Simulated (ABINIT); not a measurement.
Write the native input for ABINIT 10.8.3 (patched build) that does the following.

| Property | Result |
| --- | --- |
| Task | single point |
| Functional | PBE |
| Potentials or basis | JTH PAW PBE v2.0 |
| Cutoff | 517 eV |
| k mesh | 7 × 7 × 10 |
| Occupations | fermi-dirac, width 0.05 eV |
| Spin | no spin polarisation |
| Fine-grid cutoff | 1034.03 eV |

Zr2C:

```xyz
3
Lattice="4.5414 0.0000 0.0000 -2.2707 3.9329 0.0000 0.0000 0.0000 2.7565" Properties=species:S:1:pos:R:3 pbc="T T T"
Zr    0.0105    2.6367    0.0308
Zr    2.2481    1.3452    0.0659
C     0.0157    0.0227    1.3392
```

The cell was built by a generator and needn't be a form met in nature.

The cell isn't the ideal one: atoms moved at random, drawn with an rms of 0.05 Å.

The input as run:

run.abi

```
# Pseudopotentials
pp_dirpath "./"
pseudos "Zr.GGA_PBE-JTH.xml, C.GGA_PBE-JTH.xml"

# Structure
acell 3*1.0
rprim
     8.5819266333     0.0000000000     0.0000000000
    -4.2909633167     7.4321605673     0.0000000000
     0.0000000000     0.0000000000     5.2089544735
ntypat 2
znucl 40 6
natom 3
typat 1 1 2
xred
     0.3375170000     0.6704160000     0.0111850000
     0.6660480000     0.3420330000     0.0239240000
     0.0063310000     0.0057670000     0.4858500000
chkprim 0
chksymtnons 0
tolsym 1.0e-6

# Plane-wave basis
ecut 19.0
pawecutdg 38.0
pawxcdev 0

# k points
kptopt 1
ngkpt 7 7 10
nshiftk 1
shiftk 0.0 0.0 0.0

# Exchange and correlation
ixc 11

# Bands and occupations
nband 18
occopt 3
tsmear 0.05 eV

# SCF cycle
nstep 100
tolvrs 1.0e-9

# Output
iomode 3
prtwf 0
prtden 0
prteig 0
prtebands 0
enunit 1
```

Potentials or basis: JTH PAW PBE v2.0.

Run with:

```console
$ abinit run.abi > log 2>&1
```

It gave:

The pressure is 0.1 GPa and the largest force is 0.352 eV/Å. The band gap on the k mesh is none (metal or under the smearing width) and the valence electrons inside the program's atomic spheres are Zr 9.31; C 2.07.

It took 3.1 min on 1 thread of Arm Neoverse V2, on a shared host, peak memory 0.28 GiB.
